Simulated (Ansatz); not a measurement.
# GaAs (F-43m): Y in place of Ga

Aim: put Y in place of Ga into a supercell of GaAs (F-43m) with 32 atoms, relax the atoms and find what it costs and how the neighbours respond.

Program: Ansatz 0.2.0. Level of theory: DFT PBE, scalar-relativistic, plane waves, PAW. These are calculated values, not measurements.

### 1 Starting point

The cell holds 32 atoms (As16Ga15Y): a = 9.952 Å, b = 9.952 Å, c = 9.952 Å, α = 109.47°, β = 109.47°, γ = 109.47°.

The coordinates of this cell stand in the input of its own run.

The host was relaxed before at PBE: a = 5.746 Å, b = 5.746 Å, c = 5.746 Å, α = 90.00°, β = 90.00°, γ = 90.00° (conventional cell), 23.714 Å³/atom.

Places, in fractions of the supercell: Y in place of Ga at (0.250, 0.500, 0.250). The start keeps the symmetry of the ideal site.

Earlier runs gave the host's free energy in this supercell, -138237.745 eV.

### 2 Charge 0, atoms relaxed

Contents of input.yaml:

```yaml
crystal:
  lattice:
    - [-5.7459815546, -5.7459815546, 5.7459815546]
    - [5.7459815546, 5.7459815546, 5.7459815546]
    - [-5.7459815546, 5.7459815546, -5.7459815546]
  atoms:
    - { symbol: "Y", position: [0.25, 0.5, 0.25] }
    - { symbol: Ga, position: [0.5, 0.5, 0.0] }
    - { symbol: Ga, position: [0.25, 0.75, 0.0] }
    - { symbol: Ga, position: [0.75, 0.5, 0.75] }
    - { symbol: Ga, position: [0.5, 0.75, 0.75] }
    - { symbol: Ga, position: [0.25, 0.0, 0.75] }
    - { symbol: Ga, position: [0.0, 0.5, 0.5] }
    - { symbol: Ga, position: [0.75, 0.75, 0.5] }
    - { symbol: Ga, position: [0.5, 0.0, 0.5] }
    - { symbol: Ga, position: [0.25, 0.25, 0.5] }
    - { symbol: Ga, position: [0.0, 0.75, 0.25] }
    - { symbol: Ga, position: [0.75, 0.0, 0.25] }
    - { symbol: Ga, position: [0.5, 0.25, 0.25] }
    - { symbol: Ga, position: [0.0, 0.0, 0.0] }
    - { symbol: Ga, position: [0.75, 0.25, 0.0] }
    - { symbol: Ga, position: [0.0, 0.25, 0.75] }
    - { symbol: As, position: [0.0, 0.25, 0.0] }
    - { symbol: As, position: [0.25, 0.25, 0.75] }
    - { symbol: As, position: [0.0, 0.5, 0.75] }
    - { symbol: As, position: [0.5, 0.25, 0.5] }
    - { symbol: As, position: [0.25, 0.5, 0.5] }
    - { symbol: As, position: [0.0, 0.75, 0.5] }
    - { symbol: As, position: [0.75, 0.25, 0.25] }
    - { symbol: As, position: [0.5, 0.5, 0.25] }
    - { symbol: As, position: [0.25, 0.75, 0.25] }
    - { symbol: As, position: [0.0, 0.0, 0.25] }
    - { symbol: As, position: [0.75, 0.5, 0.0] }
    - { symbol: As, position: [0.5, 0.75, 0.0] }
    - { symbol: As, position: [0.25, 0.0, 0.0] }
    - { symbol: As, position: [0.75, 0.75, 0.75] }
    - { symbol: As, position: [0.5, 0.0, 0.75] }
    - { symbol: As, position: [0.75, 0.0, 0.5] }
basis:
  ecutwfc: 420
  xc_grid: 2
kpoints:
  mp_grid: { grid: [3, 3, 3], shift: [0.0, 0.0, 0.0] }
hamiltonian:
  xc: pbe
scf:
  occupations: { method: gaussian, width: 0.05 }
output:
  forces: true
  stress: false
  eigenvalues: true
  write_density: true
  write_potential: true
  elf: true
  volumetric_format: npy
relax:
  adjacent_minimum: "off"
  f_tol: 0.03
  max_steps: 40
```

Started as:

```console
> ansatz run input.yaml --threads 8 --pin off --max-ram 16384MiB --backend cpu --events-out ev --progress --plain --runs-dir out
```

Log (excerpt; [...] marks lines left out):

```text
Warning: RAYON_NUM_THREADS=8 ignored (pool sized by the plan → 8); use --threads N
[...]
Pseudopotentials: kind: paw
Pseudopotential: Y, paw, valence charge 11, recommended cutoff 420 eV (normal), Y.paw.azcp
Pseudopotential: Ga, paw, valence charge 13, recommended cutoff 420 eV (normal), Ga.paw.azcp
Pseudopotential: As, paw, valence charge 15, recommended cutoff 420 eV (normal), As.paw.azcp
Functional definition: PBE
[...]
Crystal: 32 atoms, lattice volume = 758.844 Å³
Basis set: ecut = 420 eV, 14771 PW (Γ), exchange–correlation on 144×144×144 points (8 copies of the dense FFT grid, shifted against one another)
Bands: 268, of which v1, the nominal top of the filled ones, is band 223 counted from 1 (222 counted from 0)
Symmetry: 24 space group operations
Space group: I-43m (ITA 217), of the structure as read, at distance tolerance 9.1e-5 Å
k-points: 4 of 27 (time reversal used)
[...]
SCF iter   1: F=—  HF=-138302.356973 eV  |F-HF|=—  |Δ(HF+E_count)|=         —  Δρ=1.91e-3  dr2=4.62e-2  ethr=1.77e-3  ⟨swp⟩=5.8  Hψ=3525  notcnv=0  defer=17
[...]
relax step   1: F+E_penalty+E_count = -138302.36222529 eV  Δ(F+E_penalty+E_count) = +0.000e0 eV  max|allowed force component| = 1.727e0 eV/Å  Δτ_max = 0.0000 Å  (6 SCF iters, dr2 threshold 2.25e-5 eV, accepted)
[...]
relax step   3: F+E_penalty+E_count = -138303.69057523 eV  Δ(F+E_penalty+E_count) = -6.501e-2 eV  max|allowed force component| = 3.560e-2 eV/Å  Δτ_max = 0.0464 Å  (6 SCF iters, dr2 threshold 2.09e-6 eV, accepted)
[...]
relax step   4: F+E_penalty+E_count = -138303.69270894 eV  Δ(F+E_penalty+E_count) = -2.134e-3 eV  max|allowed force component| = 1.012e-2 eV/Å  Δτ_max = 0.0044 Å  (5 SCF iters, accepted)
SCF converged after 5 iterations
Free energy (F): -138303.692709 eV
[...]
E sigma→0 (E₀):  -138303.692709 eV
Fermi energy:    7.862754 eV
[...]
--- Forces (eV/Å), atoms counted from 1 ---
  atom   1  Y      0.00000000    -0.00000000     0.00000000
  atom   2  Ga    -0.01012213    -0.00689299     0.00689299
  atom   3  Ga     0.00689299     0.01012213     0.00689299
  atom   4  Ga     0.00000000    -0.00000000    -0.00000000
  atom   5  Ga    -0.00689299     0.00689299    -0.01012213
  atom   6  Ga     0.00000000    -0.00000000     0.00000000
  atom   7  Ga    -0.01012213     0.00689299    -0.00689299
  atom   8  Ga    -0.00689299    -0.01012213     0.00689299
[...]
--- Band table (eV) ---
[...]
```

### 3 The log goes on: Y_Ga, charge +0, atoms relaxed at the host's cell

The log, continued (excerpt; [...] marks lines left out):

```text
[...]
--- Relaxed structure (4 steps of the walk, 4 accepted, 0 SCFs on fresh bases) ---
  F+E_penalty+E_count = -138303.69270894 eV   max|allowed force component| = 1.012e-2 eV/Å
  atoms:
    - { symbol: Y, position: [0.25, 0.5, 0.25] }
    - { symbol: Ga, position: [0.5047661562293552, 0.5, -0.0028351546352442542] }
    - { symbol: Ga, position: [0.25, 0.7547661562293551, -0.0028351546352442525] }
    - { symbol: Ga, position: [0.75, 0.5, 0.75] }
    - { symbol: Ga, position: [0.5028351546352443, 0.7528351546352443, 0.7576013108645994] }
    - { symbol: Ga, position: [0.25, 0.0, 0.75] }
    - { symbol: Ga, position: [-0.0028351546352442542, 0.5, 0.5047661562293552] }
    - { symbol: Ga, position: [0.7576013108645994, 0.7528351546352443, 0.5028351546352443] }
    - { symbol: Ga, position: [0.5028351546352443, 0.007601310864599388, 0.5028351546352443] }
[...]
    - { symbol: As, position: [0.501614437429969, 0.2544053265888257, 0.501614437429969] }
    - { symbol: As, position: [0.25, 0.5, 0.5239644960838925] }
    - { symbol: As, position: [0.0044053265888257115, 0.7516144374299691, 0.5016144374299691] }
    - { symbol: As, position: [0.7527908891588566, 0.2483855625700309, 0.25] }
    - { symbol: As, position: [0.5239644960838925, 0.5, 0.25] }
    - { symbol: As, position: [0.25, 0.7739644960838925, 0.25] }
    - { symbol: As, position: [-0.0016144374299690845, 0.002790889158856627, 0.25] }
    - { symbol: As, position: [0.7527908891588566, 0.5, -0.0016144374299690845] }
    - { symbol: As, position: [0.5016144374299691, 0.7516144374299691, 0.0044053265888257115] }
    - { symbol: As, position: [0.25, 0.002790889158856627, -0.0016144374299690845] }
    - { symbol: As, position: [0.7472091108411434, 0.7455946734111742, 0.7472091108411434] }
    - { symbol: As, position: [0.49559467341117425, -0.002790889158856627, 0.7472091108411434] }
    - { symbol: As, position: [0.7472091108411434, -0.002790889158856627, 0.49559467341117425] }
```

Run time: 99 s. Hardware: 8 threads of Arm Neoverse V1, shared host; peak memory 3.6 GiB.

The steps of the relaxation:

```tsv
step	energy from step 1 (eV/cell)	largest force component (eV/Å)
1	0.0000	1.7270
2	-1.2633	0.1827
3	-1.3283	0.0356
4	-1.3305	0.0101
```

Step 1 is the start.

The largest move, 0.24 Å, is shared by several atoms, As25 among them.

Result: free energy -138303.693 eV, gap on the mesh 0.45 eV.

Density in a lattice plane of the grid's cell (edges 9.95 and 9.95 Å, at 0.500 of the third edge), which holds Y and Ga and As.

Values in e/Å³, 12 rows by 12 columns:
```
 0.07  0.09  0.05  0.02  0.07  0.35  0.68  0.22  0.53  1.09  0.26  0.05
 1.13  0.54  0.09  0.02  0.04  0.07  0.04  0.05  0.20  0.75  0.38  0.26
31.31  0.75  0.06  0.02  0.03  0.03  0.04  0.06  0.65 42.06  0.75  1.09
 0.95  0.22  0.07  0.14  0.16  0.06  0.03  0.07  0.38  0.65  0.20  0.53
 0.81  0.40  0.38  3.58  0.82  0.09  0.03  0.05  0.07  0.06  0.05  0.22
50.09  0.61  1.30 21.12  0.60  0.06  0.03  0.03  0.03  0.04  0.04  0.68
 0.47  0.17  0.40  0.57  0.17  0.04  0.06  0.09  0.06  0.03  0.07  0.35
 0.05  0.04  0.17  1.24  0.63  0.17  0.60  0.82  0.16  0.03  0.04  0.07
 0.03  0.03  1.32  3.34  1.24  0.57 21.12  3.58  0.14  0.02  0.02  0.02
 0.02  0.05  0.63  1.32  0.17  0.40  1.30  0.38  0.07  0.06  0.09  0.05
 0.02  0.04  0.05  0.03  0.04  0.17  0.61  0.40  0.22  0.75  0.54  0.09
 0.02  0.02  0.02  0.03  0.05  0.47 50.09  0.81  0.95 31.31  1.13  0.07
```
Columns run along the first of these edges and rows up along the second, over one cell in 12 and 12 even steps from the bottom left corner. Atoms in the plane (fractional): Y at (0.25, 0.25), Ga at (0.50, 1.00), Ga at (0.75, 0.75), Ga at (1.00, 0.50), As at (1.00, 0.75), As at (0.25, 0.52), As at (0.52, 0.25), As at (0.75, 1.00).

ELF in the same plane.

Ten even steps from ' ' (0.01) to '@' (0.87):
```
    ..          ..::::..  ::==%%##====**##==    
==++++==..      ..--::::::--++**##%%%%%%**::..::
**####**--        ..::::::..::==****==------++**
--==##**--                    ::--::....::**%%**
----**++..                  ..::::  ::  --%%##::
==##**--    ::--::..        ..::::....::==%%##==
%%%%++::::++######++::      ..--::::::::==**##%%
==--::==######**##**--      ....::::......==****
  ..::**%%==::::****::                    ::--::
==  --%%##::..==##**::                  ..::::  
..::==########%%%%==                    ..::::..
::::==##%%@@%%++::    ::========::      ..--::::
....::------==++--  --####****##++..      ..::::
        --@@@@@@%%::##%%**--++##**::            
      ::@@@@==%%##==@@##..::++##**..            
      ::@@@@@@@@--**%%**--++####--              
        --####::..##%%##%%%%##==....--====--..  
                ..==++**==------==****####**--  
                  ::--::....::++%%**====##**--  
                  ::::  ==  ::##%%----::****::  
```
Columns run along the first of these edges and rows up along the second, over one cell in 24 and 20 even steps from the bottom left corner. Atoms in the plane (fractional): Y at (0.25, 0.25), Ga at (0.50, 1.00), Ga at (0.75, 0.75), Ga at (1.00, 0.50), As at (1.00, 0.75), As at (0.25, 0.52), As at (0.52, 0.25), As at (0.75, 1.00).

Both are smooth fields of the valence electrons: close to the nuclei they are not physical.

Outside the cores ELF peaks at 0.82 on the As–Y line, 1.1 Å from As; 0.79 on the As–Ga line, 1.1 Å from As.

### 4 How the shell moved

| state | neighbours of the first change (round the atom where it ends) | largest move from the ideal sites (Å) | cell moment (μB) | gap on the mesh (eV) |
| --- | --- | --- | --- | --- |
| ideal sites | 4 As at 2.49 Å |  | 0.00 |  |
| charge 0 | 4 As at 2.73 Å | 0.24 | 0.00 | 0.45 |

### 5 Results

```
                 quantity     value
formation energy, neutral  -0.30 eV
    largest move, neutral    0.24 Å
```

What this shows: With atoms taken from and given to the elements' standard states, the neutral defect gains 0.30 eV; that is one limit of the chemical potentials, and it holds no correction for gases. A gain means that this limit lies outside the range in which the host is stable, or that the atom binds strongly. In the neutral cell the 4 nearest neighbours move out by 0.24 Å on average. A cell of 32 atoms is small: the defect feels its images, and no test of size was made.
